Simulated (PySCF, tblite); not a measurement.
# Si₆H₆O₉: electronic excitations, NMR shifts

Aim: compute the electronic excitations, NMR shifts of Si₆H₆O₉.

Programs: tblite 0.8.0 and PySCF 2.14.0, with routines of our own; each step states its level. All values are computed. Atoms count from 0.

## 1. The starting structure

21 atoms, charge 0, multiplicity 1; geometry from: force field, distance geometry or constructed start.

## 2. Geometry optimisation with GFN2-xTB

What the job is given:

```
{"job": {"kind": "relax", "xc": "GFN2-xTB", "basis": "xTB"}, "charge": 0, "multiplicity": 1}
Si     1.794700    -0.001800     1.548400
Si    -0.898100     1.552600     1.543100
Si    -0.889700    -1.552300     1.551000
Si     1.789100     0.004400    -1.556200
Si    -0.895900     1.548800    -1.546600
Si    -0.898200    -1.550500    -1.552600
O      0.589000     1.021600     2.036600
O      0.592300    -1.017200     2.041400
O     -1.175000    -0.002100     2.039500
O      2.352700    -0.000800     0.001600
O     -1.179800     2.038700    -0.002100
O      0.586400     1.017900    -2.039900
O     -1.181100    -2.039200     0.005000
O      0.591100    -1.020500    -2.042600
O     -1.179900     0.005100    -2.039700
H      2.876400     0.000600     2.499000
H     -1.438800     2.494600     2.493600
H     -1.440300    -2.496100     2.491700
H      2.877700     0.001800    -2.490200
H     -1.436400     2.493600    -2.490000
H     -1.441500    -2.488900    -2.491200
```

Launch:

```sh
> OMP_NUM_THREADS=1 python large_run.py task.json out
```

The driver reads the jobs from task.json and runs them one after another.

The log of the run:

```text
step      E/eV     max force
  0   -1382.29217    7.200
  1   -1386.09593    4.108
  2   -1388.67941    1.526
  3   -1389.38223    1.081
  4   -1389.61855    0.838
  5   -1389.77669    0.714
  6   -1389.87014    0.346
  7   -1389.89016    0.195
  8   -1389.89462    0.181
  9   -1389.89832    0.153
 10   -1389.90469    0.137
 11   -1389.91140    0.147
 12   -1389.91712    0.129
 13   -1389.92220    0.129
 14   -1389.92861    0.117
 15   -1389.93591    0.107
 16   -1389.94067    0.064
 17   -1389.94205    0.044
 18   -1389.94233    0.041
 19   -1389.94259    0.037
 20   -1389.94319    0.032
 21   -1389.94411    0.041
 22   -1389.94503    0.032
 23   -1389.94542    0.015
```

It took 0.41 s on 1 thread of AMD EPYC 9R45, shared host; peak memory 0.16 GiB.

Relaxation path:

```csv
step,energy from step 0 (eV),largest force (eV/Å)
0,0.0000,7.2002
1,-3.8038,4.1082
2,-6.3872,1.5258
3,-7.0901,1.0813
4,-7.3264,0.8384
5,-7.4845,0.7144
6,-7.5780,0.3454
7,-7.5980,0.1953
8,-7.6025,0.1810
9,-7.6062,0.1530
10,-7.6125,0.1366
11,-7.6192,0.1465
12,-7.6250,0.1291
13,-7.6300,0.1283
14,-7.6364,0.1174
15,-7.6437,0.1076
16,-7.6485,0.0641
17,-7.6499,0.0439
18,-7.6502,0.0403
19,-7.6504,0.0368
20,-7.6510,0.0320
21,-7.6519,0.0406
22,-7.6529,0.0322
23,-7.6533,0.0147
```

Close pairs (by a distance rule), those that changed most:

```csv
bond,before (Å),after (Å),change (Å)
Si5–O12,1.657,1.619,-0.038
Si3–O9,1.657,1.619,-0.038
Si1–O8,1.655,1.625,-0.031
Si0–O6,1.655,1.625,-0.030
Si5–O13,1.655,1.625,-0.030
Si1–O6,1.654,1.625,-0.030
Si5–O14,1.654,1.625,-0.029
Si2–O12,1.647,1.619,-0.028
```

The next job starts from the end point, and lists it.

## 3. Electronic excitations: TDA wB97X-D/6-31G*

What the job is given:

```
{"job": {"kind": "uv", "basis": "6-31G*", "grid": 1, "kgrid": 0, "vcut": 1.5, "nstates": 6, "ntriplets": 2, "tda": true, "delta": ["ip_vertical"], "pop": true, "xc": "wB97X-D"}, "charge": 0, "multiplicity": 1}
Si     1.681544     0.000894     1.504671
Si    -0.840722     1.455662     1.505326
Si    -0.839804    -1.455858     1.505219
Si     1.680240     0.000368    -1.506215
Si    -0.840740     1.455852    -1.503930
Si    -0.841079    -1.455286    -1.504811
O      0.757966     1.313404     1.758552
O      0.758593    -1.312153     1.760152
O     -1.515804    -0.000252     1.758941
O      2.276201     0.000988    -0.000988
O     -1.139914     1.972847     0.000755
O      0.757892     1.314066    -1.759419
O     -1.140103    -1.970794     0.000157
O      0.757306    -1.312684    -1.759906
O     -1.516622     0.000340    -1.759259
H      2.772970     0.000779     2.441625
H     -1.386474     2.400885     2.441627
H     -1.386310    -2.401160     2.441379
H      2.772419     0.000825    -2.442076
H     -1.385970     2.401386    -2.440517
H     -1.386844    -2.399945    -2.441567
```

With the program's defaults for keys left out, this is: TDA wB97X-D/6-31G*, vertical, gas phase, core orbitals frozen in the response, virtual orbitals cut by energy.

The log of the run:

```text
start: PBE on a coarse grid of 22115 points
cycle   1  E = -2416.0429163230  dE =  3.913e+00  |g| = 2.208e+00  |ddm| = 5.421e+00
cycle   2  E = -2413.7725064670  dE =  2.270e+00  |g| = 4.029e+00  |ddm| = 4.554e+00
cycle   3  E = -2416.9291206758  dE = -3.157e+00  |g| = 1.506e-01  |ddm| = 3.290e+00
cycle   4  E = -2416.9316244016  dE = -2.504e-03  |g| = 1.374e-01  |ddm| = 3.247e-01
cycle   5  E = -2416.9352761525  dE = -3.652e-03  |g| = 4.174e-02  |ddm| = 1.312e-01
cycle   6  E = -2416.9356535069  dE = -3.774e-04  |g| = 7.105e-03  |ddm| = 4.490e-02
final grid: 92646 points
cycle   7  E = -2418.0747386344  dE = -1.428e-02  |g| = 1.111e-01  |ddm| = 4.173e-01
cycle   8  E = -2418.0751913499  dE = -4.527e-04  |g| = 1.004e-01  |ddm| = 1.299e-01
cycle   9  E = -2418.0770176133  dE = -1.826e-03  |g| = 1.109e-02  |ddm| = 6.760e-02
cycle  10  E = -2418.0770528004  dE = -3.519e-05  |g| = 3.255e-03  |ddm| = 1.471e-02
cycle  11  E = -2418.0770546863  dE = -1.886e-06  |g| = 1.008e-03  |ddm| = 3.281e-03
cycle  12  E = -2418.0770510782  dE =  3.608e-06  |g| = 1.715e-04  |ddm| = 8.534e-04
cycle  13  E = -2418.0770535126  dE = -2.434e-06  |g| = 1.508e-05  |ddm| = 3.663e-04
converged SCF energy = -2418.0770535126
Vertical ionisation energy (delta-SCF) = 11.7602 eV   <S^2> = 0.755

Static polarisability (au): isotropic 106.165, principal 103.099 103.189 112.206

Singlet excitations
state   eV       nm        f      main configurations
  1   9.1762    135.1   0.00011   H->L 0.56, H-1->L 0.33
  2   9.1788    135.1   0.00010   H-1->L 0.56, H->L 0.32
  3   9.6239    128.8   0.00000   H-7->L 0.74, H-6->L 0.13
  4   9.6255    128.8   0.00003   H-8->L 0.75, H-5->L 0.12
  5   9.8164    126.3   0.19287   H-2->L 0.92
  6   9.8889    125.4   0.15711   H-3->L 0.75

Triplet excitations (Tamm-Dancoff, eV): 8.9116 8.9142
```

Wall time 46 s (1 thread of AMD EPYC 9R45, shared host); peak memory 0.66 GiB.

The orbitals next to the gap, with their largest atomic shares:

```csv
orbital,eV,atoms
HOMO−4,-11.92,"O9 11 %, O12 11 %, H17 6 %"
HOMO−3,-11.92,"O10 14 %, H19 10 %, Si4 7 %"
HOMO−2,-11.84,"O8 7 %, O14 7 %, O6 6 %"
HOMO−1,-11.63,"O12 25 %, O7 13 %, O13 13 %"
HOMO,-11.63,"O10 20 %, O9 18 %, O11 17 %"
LUMO,2.25,"Si4 10 %, Si5 10 %, Si3 10 %"
LUMO+1,3.21,"Si0 21 %, Si3 21 %, Si5 17 %"
LUMO+2,3.21,"Si1 24 %, Si4 23 %, Si2 11 %"
LUMO+3,3.47,"Si3 23 %, Si0 23 %, Si2 14 %"
```

With each of the 6 states as a Gaussian band of 0.4 eV half-width at 1/e, the curve within the window shown has maxima at 126 nm (ε 14,000) L/(mol cm). Beyond the last state computed it falls off for lack of states. The curve at chosen wavelengths:

nm, ε (L/mol/cm) and a bar:
```
      122       6906 ###############
      123       9366 ####################
      124      11638 #########################
      125      13300 ############################
      126      14036 ##############################
      127      13728 #############################
      128      12489 ###########################
      129      10604 #######################
      130       8429 ##################
      131       6293 #############
      132       4427 #########
      133       2942 ######
      134       1853 ####
      135       1110 ##
      136        634 #
      137        347 #
      138        183 
      139         93 
      140         46 
      141         23 
      142         11 
      143          5 
      144          3
```

Further results of this job:

```csv
property,computed
dipole moment (D),0.02
polarisability (Å³),15.73
HOMO–LUMO gap (eV),13.88
−ε(HOMO) (eV),11.63
```

## 4. NMR shifts: GIAO KT3/pcSseg-1

The job, as its differences from that of step 3:

```diff
@@ -1,2 +1,2 @@
-{"job": {"kind": "uv", "basis": "6-31G*", "grid": 1, "kgrid": 0, "vcut": 1.5, "nstates": 6, "ntriplets": 2, "tda": true, "delta": ["ip_vertical"], "pop": true, "xc": "wB97X-D"}, "charge": 0, "multiplicity": 1}
+{"job": {"kind": "nmr", "xc": "KT3", "basis": "pcSseg-1", "pop": false}, "charge": 0, "multiplicity": 1}
 Si     1.681544     0.000894     1.504671
```

Level: GIAO KT3/pcSseg-1 NMR shielding, non-relativistic, gas phase.

The log of the run:

```text
start: PBE on a coarse grid of 22115 points
cycle   1  E = -2415.5901624448  dE =  3.864e+00  |g| = 2.361e+00  |ddm| = 5.485e+00
cycle   2  E = -2413.1723825311  dE =  2.418e+00  |g| = 4.268e+00  |ddm| = 4.858e+00
cycle   3  E = -2416.5036220226  dE = -3.331e+00  |g| = 2.003e-01  |ddm| = 3.728e+00
cycle   4  E = -2416.5093024247  dE = -5.680e-03  |g| = 1.457e-01  |ddm| = 3.495e-01
cycle   5  E = -2416.5129322543  dE = -3.630e-03  |g| = 5.406e-02  |ddm| = 1.377e-01
cycle   6  E = -2416.5134717372  dE = -5.395e-04  |g| = 8.772e-03  |ddm| = 4.849e-02
final grid: 186971 points
cycle   7  E = -2440.9397599065  dE = -4.095e-02  |g| = 4.182e-01  |ddm| = 6.953e-01
cycle   8  E = -2440.9112470474  dE =  2.851e-02  |g| = 5.307e-01  |ddm| = 6.116e-01
cycle   9  E = -2440.9579670450  dE = -4.672e-02  |g| = 1.179e-01  |ddm| = 4.387e-01
cycle  10  E = -2440.9600089537  dE = -2.042e-03  |g| = 1.375e-02  |ddm| = 7.662e-02
cycle  11  E = -2440.9600447565  dE = -3.580e-05  |g| = 3.284e-03  |ddm| = 1.225e-02
cycle  12  E = -2440.9600472034  dE = -2.447e-06  |g| = 8.171e-04  |ddm| = 3.910e-03
cycle  13  E = -2440.9600479210  dE = -7.176e-07  |g| = 1.133e-04  |ddm| = 9.915e-04
cycle  14  E = -2440.9600454904  dE =  2.431e-06  |g| = 2.879e-05  |ddm| = 1.773e-04
converged SCF energy = -2440.9600454904

GIAO shielding tensors (ppm)
atom      isotropic    diamagn.    paramagn.     s11        s22        s33       span
  0 Si     439.981     890.287    -450.306    430.141    431.075    458.726     28.584
  1 Si     439.924     890.287    -450.363    430.216    430.976    458.579     28.363
  2 Si     439.951     890.282    -450.332    430.223    431.003    458.625     28.402
  3 Si     439.931     890.292    -450.361    430.257    430.939    458.597     28.341
  4 Si     439.880     890.272    -450.392    430.166    431.041    458.432     28.266
  5 Si     439.927     890.284    -450.357    430.151    431.041    458.589     28.438
  6 O      204.039     407.730    -203.691    182.453    194.179    235.485     53.032
  7 O      204.010     407.721    -203.711    182.365    194.163    235.502     53.137
  8 O      204.019     407.732    -203.712    182.469    194.151    235.439     52.970
  9 O      200.391     408.648    -208.257    171.258    178.133    251.782     80.524
 10 O      200.276     408.599    -208.323    171.148    178.031    251.650     80.502
 11 O      203.910     407.710    -203.800    182.357    194.094    235.278     52.922
 12 O      200.397     408.624    -208.227    171.271    178.090    251.831     80.560
 13 O      204.011     407.721    -203.710    182.418    194.163    235.452     53.033
 14 O      203.952     407.713    -203.761    182.431    194.118    235.307     52.876
 15 H       27.515      29.507      -1.992     23.119     23.804     35.624     12.504
 16 H       27.523      29.521      -1.998     23.122     23.814     35.632     12.511
 17 H       27.519      29.513      -1.995     23.119     23.810     35.627     12.507
 18 H       27.518      29.512      -1.993     23.119     23.809     35.627     12.507
 19 H       27.520      29.518      -1.998     23.122     23.812     35.627     12.505
 20 H       27.523      29.520      -1.996     23.125     23.812     35.633     12.508
```

Run time: 13 s. Hardware: 1 thread of AMD EPYC 9R45, shared host; peak memory 0.58 GiB.

Shifts follow as δ = σ(reference) − σ, with reference shieldings (ppm) from runs at the same level and on the same kind of geometry: 1H TMS 31.76, 29Si TMS 361.7, 17O H2O 330.8. The references are single molecules in the gas phase, so shifts against H2O, NH3, PH3, H3PO4 or CFCl3 are not on the usual liquid scales and can be off by tens of ppm. Atoms listed in one row are averaged.

```csv
atoms,environment,σ (ppm),δ (ppm)
"H15, H16, H17, H18, H19, H20",hydrogen on a silicon bonded to 3 O,27.52,4.24
"Si0, Si1, Si2, Si3, Si4, Si5","silicon bonded to 3 O, H",439.9,-78.3
"O9, O10, O12",oxygen bonded to 2 Si,200.4,130.4
"O6, O7, O8, O11, O13, O14",oxygen bonded to 2 Si,204.0,126.8
```

Ring of atoms Si0, Si1, Si2, O6, O7, O8: NICS(0) -2.8, NICS(1) -0.8, NICS(1)zz 1.0 ppm (means of both faces).

Ring of atoms Si0, Si1, Si3, Si4, O6, O9, O10, O11: NICS(0) -0.9, NICS(1) -0.3, NICS(1)zz 2.6 ppm (means of both faces).

## 5. Outcome

| quantity | value |
| --- | --- |
| lowest singlet (wB97X-D/6-31G*) | 9.18 eV (135 nm), f = 0.000 |
| brightest single state of those computed | state 5, 9.82 eV, f = 0.193 |
| lowest triplet | 8.91 eV |
| vertical ionisation energy (ΔSCF) | 11.76 eV |
| 1H shifts against TMS (KT3/pcSseg-1, means over atoms taken as alike) | 4.24 ppm |
| 29Si shifts against TMS (KT3/pcSseg-1, means over atoms taken as alike) | -78.3 ppm |
| 17O shifts against H2O (KT3/pcSseg-1, means over atoms taken as alike) | 130.4, 126.8 ppm |

**Reading.** The lowest singlet, at 9.18 eV, is HOMO→LUMO 0.56, HOMO−1→LUMO 0.33 and is dark; of the 6 states computed, the strongest absorption comes from state 5 at 9.82 eV (the last state computed is bright too, and its partners may lie past the list). The lowest triplet lies 0.26 eV below the lowest singlet. The basis of wB97X-D/6-31G* has no diffuse functions, so Rydberg states are missing and the high states are unreliable. The orbital energy would give 11.63 eV for ionisation, ΔSCF gives 11.76 eV. At KT3/pcSseg-1: The widest tensor belongs to O9, O10, O12: span 81 ppm, with a paramagnetic part of -208 ppm.
